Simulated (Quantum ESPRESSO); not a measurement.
# Sr6Ga (Pm-3m) in Quantum ESPRESSO: reference runs

How does Sr6Ga come out in PBE? The cell is run as given.

Program: Quantum ESPRESSO 7.5. These are calculated values, not measurements. Logs are shortened: lines on timing, memory, paths and dates and some standing lists are left out, and cuts for length are marked.

**1. The crystal as given**

The structure is cubic, space group Pm-3m (No. 221). Conventional cell: a = 5.809 Å, b = 5.809 Å, c = 5.809 Å, α = 90.00°, β = 90.00°, γ = 90.00°. Around Sr (site symmetry 4mm) lie 5 Sr at 2.31 to 2.47 Å. Ga (site symmetry m-3m) has 24 Sr at 4.27 Å as nearest neighbours.

The cell was built by a generator and needn't be a form met in nature.

**2. Single point, PBE**

Contents of pw.in:

```
&CONTROL
  calculation = 'scf'
  prefix = 'pwscf'
  outdir = './tmp'
  pseudo_dir = './pseudo'
  tprnfor = .true.
  tstress = .true.
  disk_io = 'nowf'
/
&SYSTEM
  ibrav = 0
  nat = 7
  ntyp = 2
  ecutwfc = 70
  ecutrho = 560
  nbnd = 48
  occupations = 'smearing'
  smearing = 'fd'
  degauss = 0.00367493
/
&ELECTRONS
  conv_thr = 1.4d-09
  electron_maxstep = 120
  mixing_beta = 0.5
/
ATOMIC_SPECIES
Sr    87.6200 Sr_pbe_v1.uspp.F.UPF
Ga    69.7230 Ga.pbe-dn-kjpaw_psl.1.0.0.UPF
CELL_PARAMETERS angstrom
   5.8090689700    0.0000000000    0.0000000000
   0.0000000000    5.8090689700    0.0000000000
   0.0000000000    0.0000000000    5.8090689700
ATOMIC_POSITIONS crystal
Sr     0.8011341100    0.5000000000    0.5000000000
Sr     0.1988658900    0.5000000000    0.5000000000
Sr     0.5000000000    0.5000000000    0.8011341100
Sr     0.5000000000    0.5000000000    0.1988658900
Sr     0.5000000000    0.1988658900    0.5000000000
Sr     0.5000000000    0.8011341100    0.5000000000
Ga     0.0000000000    0.0000000000    0.0000000000
K_POINTS automatic
5 5 5 0 0 0
```

Potentials or basis: SSSP 1.3 efficiency PBE.

On the command line:

```bash
$ OMP_NUM_THREADS=1 pw.x -in pw.in > pw.out
```

pw.out:

```text
This program is part of the open-source Quantum ESPRESSO suite
     for quantum simulation of materials; please cite
         "P. Giannozzi et al., J. Phys.:Condens. Matter 21 395502 (2009);
         "P. Giannozzi et al., J. Phys.:Condens. Matter 29 465901 (2017);
         "P. Giannozzi et al., J. Chem. Phys. 152 154105 (2020);
     in publications or presentations arising from this work. More details at

     file Ga.pbe-dn-kjpaw_psl.1.0.0.UPF: wavefunction(s)  4S renormalized
     Message from routine setup:
     using ibrav=0 with symmetry is DISCOURAGED, use correct ibrav instead

     G-vector sticks info
     --------------------
     sticks:   dense  smooth     PW     G-vecs:    dense   smooth      PW
     Sum        5385    2701    749               296459   104943   15155

     Using Slab Decomposition

     bravais-lattice index     =            0
     lattice parameter (alat)  =      10.9775  a.u.
     unit-cell volume          =    1322.8671 (a.u.)^3
     number of atoms/cell      =            7
     number of atomic types    =            2
     number of electrons       =        73.00
     number of Kohn-Sham states=           48
     kinetic-energy cutoff     =      70.0000  Ry
     charge density cutoff     =     560.0000  Ry
     scf convergence threshold =      1.4E-09
     mixing beta               =       0.5000
     number of iterations used =            8  plain     mixing
     Exchange-correlation= SLA  PW   PBX  PBC
                           (   1   4   3   4   0   0   0)

     celldm(1)=  10.977549  celldm(2)=   0.000000  celldm(3)=   0.000000
     celldm(4)=   0.000000  celldm(5)=   0.000000  celldm(6)=   0.000000

     crystal axes: (cart. coord. in units of alat)
               a(1) = (   1.000000   0.000000   0.000000 )
               a(2) = (   0.000000   1.000000   0.000000 )
               a(3) = (   0.000000   0.000000   1.000000 )

     reciprocal axes: (cart. coord. in units 2 pi/alat)
               b(1) = (  1.000000  0.000000  0.000000 )
               b(2) = (  0.000000  1.000000  0.000000 )
               b(3) = (  0.000000  0.000000  1.000000 )

     PseudoPot. # 1 for Sr read from file:
     Sr_pbe_v1.uspp.F.UPF
     Pseudo is Ultrasoft + core correction, Zval = 10.0
     Generated by new atomic code, or converted to UPF format
     Using radial grid of  883 points,  6 beta functions with:
                l(1) =   0
                l(2) =   0
                l(3) =   1
                l(4) =   1
                l(5) =   2
                l(6) =   2
     Q(r) pseudized with  6 coefficients,  rinner =    1.400   1.400   1.400
                                                       1.400   1.400

     PseudoPot. # 2 for Ga read from file:
     Ga.pbe-dn-kjpaw_psl.1.0.0.UPF
     Pseudo is Projector augmented-wave + core cor, Zval = 13.0
     Generated using "atomic" code by A. Dal Corso  v.5.1
     Shape of augmentation charge: PSQ
     Using radial grid of 1205 points,  6 beta functions with:
                l(1) =   0
                l(2) =   0
                l(3) =   1
                l(4) =   1
                l(5) =   2
                l(6) =   2
     Q(r) pseudized with 0 coefficients

     atomic species   valence    mass     pseudopotential
     Sr               10.00    87.62000     Sr( 1.00)
     Ga               13.00    69.72300     Ga( 1.00)

     48 Sym. Ops., with inversion, found

   Cartesian axes

     site n.     atom                  positions (alat units)
         1        Sr     tau(   1) = (   0.8011341   0.5000000   0.5000000  )
         2        Sr     tau(   2) = (   0.1988659   0.5000000   0.5000000  )
         3        Sr     tau(   3) = (   0.5000000   0.5000000   0.8011341  )
         4        Sr     tau(   4) = (   0.5000000   0.5000000   0.1988659  )
         5        Sr     tau(   5) = (   0.5000000   0.1988659   0.5000000  )
         6        Sr     tau(   6) = (   0.5000000   0.8011341   0.5000000  )
         7        Ga     tau(   7) = (   0.0000000   0.0000000   0.0000000  )

     number of k points=    10  Fermi-Dirac smearing, width (Ry)=  0.0037
                       cart. coord. in units 2pi/alat
        k(    1) = (   0.0000000   0.0000000   0.0000000), wk =   0.0160000
        k(    2) = (   0.0000000   0.0000000   0.2000000), wk =   0.0960000
        k(    3) = (   0.0000000   0.0000000   0.4000000), wk =   0.0960000
        k(    4) = (   0.0000000   0.2000000   0.2000000), wk =   0.1920000
        k(    5) = (   0.0000000   0.2000000   0.4000000), wk =   0.3840000
        k(    6) = (   0.0000000   0.4000000   0.4000000), wk =   0.1920000
        k(    7) = (   0.2000000   0.2000000   0.2000000), wk =   0.1280000
        k(    8) = (   0.2000000   0.2000000   0.4000000), wk =   0.3840000
        k(    9) = (   0.2000000   0.4000000   0.4000000), wk =   0.3840000
        k(   10) = (   0.4000000   0.4000000   0.4000000), wk =   0.1280000

     Dense  grid:   296459 G-vectors     FFT dimensions: (  90,  90,  90)

     Smooth grid:   104943 G-vectors     FFT dimensions: (  60,  60,  60)

     Initial potential from superposition of free atoms

     starting charge      72.7951, renormalised to      73.0000

     negative rho (up, down):  3.662E-01 0.000E+00
     Starting wfcs are   87 randomized atomic wfcs

     Self-consistent Calculation

     iteration #  1     ecut=    70.00 Ry     beta= 0.50
     Davidson diagonalization with overlap
     ethr =  1.00E-02,  avg # of iterations =  3.0

     negative rho (up, down):  3.581E-01 0.000E+00

     total energy              =    -695.33557070 Ry
     estimated scf accuracy    <       2.81416395 Ry

     iteration #  2     ecut=    70.00 Ry     beta= 0.50
     Davidson diagonalization with overlap
     ethr =  3.86E-03,  avg # of iterations =  3.8

     negative rho (up, down):  3.580E-01 0.000E+00

     total energy              =    -695.90680197 Ry
     estimated scf accuracy    <       4.02894857 Ry

     iteration #  3     ecut=    70.00 Ry     beta= 0.50
     Davidson diagonalization with overlap
     ethr =  3.86E-03,  avg # of iterations =  2.0

     negative rho (up, down):  3.568E-01 0.000E+00

     total energy              =    -696.54753561 Ry
     estimated scf accuracy    <       0.04364507 Ry

     iteration #  4     ecut=    70.00 Ry     beta= 0.50
     Davidson diagonalization with overlap
     ethr =  5.98E-05,  avg # of iterations =  5.2
[... 91 lines left out ...]
     negative rho (up, down):  3.581E-01 0.000E+00

     total energy              =    -696.56340978 Ry
     estimated scf accuracy    <          5.5E-09 Ry

     iteration # 15     ecut=    70.00 Ry     beta= 0.50
     Davidson diagonalization with overlap
     ethr =  7.48E-12,  avg # of iterations =  5.2

     negative rho (up, down):  3.581E-01 0.000E+00

     total energy              =    -696.56340978 Ry
     estimated scf accuracy    <       0.00000002 Ry

     iteration # 16     ecut=    70.00 Ry     beta= 0.50
     Davidson diagonalization with overlap
     ethr =  7.48E-12,  avg # of iterations =  4.1

     negative rho (up, down):  3.581E-01 0.000E+00

     End of self-consistent calculation

          k = 0.0000 0.0000 0.0000 ( 13133 PWs)   bands (ev):

   -28.5487 -26.4255 -26.4255 -26.0509 -26.0509 -26.0509 -14.1981 -10.2626
   -10.2626 -10.2626 -10.2193 -10.2193 -10.2193  -9.4389  -9.4389  -8.5929
    -8.5929  -8.5929  -6.0152  -6.0152  -6.0152  -5.8187  -5.8187  -5.8187
    -4.7116  -4.7116  -4.7116  -4.7088  -4.7088   4.3684   6.4816   9.0145
     9.1702   9.1702   9.8841   9.8841   9.8841  10.0203  11.0495  11.0495
    11.0495  11.6329  11.6329  11.6329  11.7524  11.7524  11.7524  14.0791

          k = 0.0000 0.0000 0.2000 ( 13105 PWs)   bands (ev):

   -28.4933 -26.7545 -26.4255 -26.0508 -26.0508 -25.7675 -14.0142 -11.0873
   -10.4423 -10.4423 -10.2624 -10.0969 -10.0969  -9.4389  -8.7572  -8.5943
    -8.4437  -8.4437  -6.2335  -6.2335  -6.0152  -5.8134  -5.6915  -5.6915
    -4.7116  -4.7114  -4.7114  -4.7088  -4.7087   4.5004   6.6449   8.7296
     8.8063   9.4568   9.7445   9.8743   9.8743  10.4353  10.4353  10.5778
    11.4562  11.4562  11.4620  11.6328  11.6752  12.3440  12.3440  13.3075

          k = 0.0000 0.0000 0.4000 ( 13090 PWs)   bands (ev):

   -28.3844 -27.0901 -26.4255 -26.0506 -26.0506 -25.5247 -13.5482 -12.1023
   -10.5839 -10.5839 -10.2621 -10.0395 -10.0395  -9.4388  -8.5968  -8.2157
    -8.1796  -8.1796  -6.5055  -6.5055  -6.0152  -5.8015  -5.5981  -5.5981
    -4.7117  -4.7112  -4.7112  -4.7087  -4.7085   4.7692   6.7117   8.5570
     8.6669   9.8178   9.8178   9.9677   9.9677   9.9927  10.2810  10.3979
    11.1519  11.1519  11.1949  11.4924  11.7746  12.0688  13.0033  13.0033

          k = 0.0000 0.2000 0.2000 ( 13091 PWs)   bands (ev):

   -28.4353 -26.8088 -26.6695 -26.0506 -25.9732 -25.5931 -13.8373 -11.2595
   -10.8052 -10.4683 -10.4643 -10.4015  -9.9785  -8.9284  -8.6199  -8.4524
    -8.3963  -8.3068  -6.3542  -6.2787  -6.1579  -6.1294  -5.5967  -5.3519
    -4.7115  -4.7115  -4.7114  -4.7087  -4.7086   4.6093   6.8015   8.5202
     8.8820   8.9436   9.7737   9.8300   9.9955  10.2835  10.6302  10.7164
    11.1023  11.1037  11.5466  11.8005  12.1407  12.3801  12.8644  13.2509
[... 30 lines left out ...]
   -28.2511 -27.0907 -26.8086 -26.4211 -25.5929 -25.3311 -13.2282 -12.0777
   -11.1902 -10.6849 -10.6805 -10.5545  -9.9624  -8.4883  -8.3460  -8.0356
    -8.0341  -7.9899  -6.6636  -6.6280  -6.6041  -6.3400  -5.2406  -4.9915
    -4.7116  -4.7115  -4.7113  -4.7086  -4.7084   4.8454   7.1540   8.0529
     8.8176   8.8206   9.2365   9.7317   9.9474   9.9676  10.7043  10.8628
    11.4514  11.4989  11.8776  12.0407  12.0807  12.4121  12.7957  13.0400

          k = 0.2000 0.4000 0.4000 ( 13076 PWs)   bands (ev):

   -28.1062 -27.1033 -27.0648 -26.5498 -25.4728 -25.1732 -12.8052 -12.1250
   -11.8339 -10.8278 -10.6933 -10.6794  -9.9728  -8.2258  -8.2223  -7.8082
    -7.7501  -7.7267  -7.0386  -6.9326  -6.6374  -6.6102  -5.1066  -4.7118
    -4.7117  -4.7114  -4.7085  -4.7083  -4.6972   4.8868   7.6331   7.9407
     8.4074   8.5116   8.8467   9.6961   9.8050  10.4649  10.9517  11.0810
    11.5565  11.6107  11.9827  12.1308  12.2604  12.5599  12.8678  13.1081

          k = 0.4000 0.4000 0.4000 ( 13049 PWs)   bands (ev):

   -27.9259 -27.1032 -27.1032 -26.9622 -25.1731 -25.1731 -12.5135 -12.0932
   -12.0932 -10.8320 -10.8287 -10.8287 -10.2319  -7.8870  -7.8165  -7.8165
    -7.6188  -7.6188  -7.2777  -6.9359  -6.9308  -6.9308  -4.7121  -4.7121
    -4.7116  -4.7083  -4.7083  -4.6888  -4.6888   4.8594   7.7743   8.0194
     8.0194   8.5857   8.6938  10.0675  10.0675  10.2246  10.8770  10.8770
    11.7209  11.7209  11.7387  12.2691  12.6009  12.6009  12.6554  12.9610

     the Fermi energy is     9.9665 ev

!    total energy              =    -696.56340979 Ry
     estimated scf accuracy    <          8.8E-11 Ry
     smearing contrib. (-TS)   =      -0.00681354 Ry
     internal energy E=F+TS    =    -696.55659625 Ry

     The total energy is F=E-TS. E is the sum of the following terms:
     one-electron contribution =    -301.17512276 Ry
     hartree contribution      =     183.51241496 Ry
     xc contribution           =    -150.18574379 Ry
     ewald contribution        =    -317.76845521 Ry
     one-center paw contrib.   =    -110.93968944 Ry

     convergence has been achieved in  16 iterations

     negative rho (up, down):  3.581E-01 0.000E+00

     Forces acting on atoms (cartesian axes, Ry/au):

     atom    1 type  1   force =     0.09536799    0.00000000    0.00000000
     atom    2 type  1   force =    -0.09536799    0.00000000    0.00000000
     atom    3 type  1   force =     0.00000000    0.00000000    0.09536799
     atom    4 type  1   force =     0.00000000    0.00000000   -0.09536799
     atom    5 type  1   force =     0.00000000   -0.09536799    0.00000000
     atom    6 type  1   force =     0.00000000    0.09536799    0.00000000
     atom    7 type  2   force =     0.00000000    0.00000000    0.00000000

     Total force =     0.233603     Total SCF correction =     0.000009

     Computing stress (Cartesian axis) and pressure

     negative rho (up, down):  3.581E-01 0.000E+00
          total   stress  (Ry/bohr**3)                   (kbar)     P=      358.53
   0.00243723   0.00000000   0.00000000          358.53        0.00        0.00
   0.00000000   0.00243723   0.00000000            0.00      358.53        0.00
   0.00000000   0.00000000   0.00243723            0.00        0.00      358.53

=------------------------------------------------------------------------------=
   JOB DONE.
=------------------------------------------------------------------------------=
```

Wall time 4.5 min (1 thread of Intel Xeon 6975P-C (Granite Rapids), shared host); peak memory 1.2 GiB.

Results:

```
Free energy            : -9477.2280 eV
Pressure               : 35.9 GPa
Largest force          : 2.452 eV/Å
Band gap on the k mesh : none (metal or under the smearing width)
```

Forces in eV/Å, atoms in the order of the input:
```
Sr   2.452  0.000  0.000
Sr  -2.452  0.000  0.000
Sr   0.000  0.000  2.452
Sr   0.000  0.000 -2.452
Sr   0.000 -2.452  0.000
Sr   0.000  2.452  0.000
Ga   0.000  0.000  0.000
```

Levels at points of the mesh, in eV from the Fermi level:
| k point | band 33 | band 34 | band 35 | band 36 | band 37 | band 38 | band 39 | band 40 |
| --- | --- | --- | --- | --- | --- | --- | --- | --- |
| (0.00, 0.00, 0.00) | -0.80 | -0.80 | -0.08 | -0.08 | -0.08 | 0.05 | 1.08 | 1.08 |

Caveat: a pressure of tens of GPa on the cell as given is suspect, and the run, the potentials or the cell itself is likely at fault; forces of over 1 eV/Å show positions far from the minimum, so gaps and moduli don't describe the material at rest.
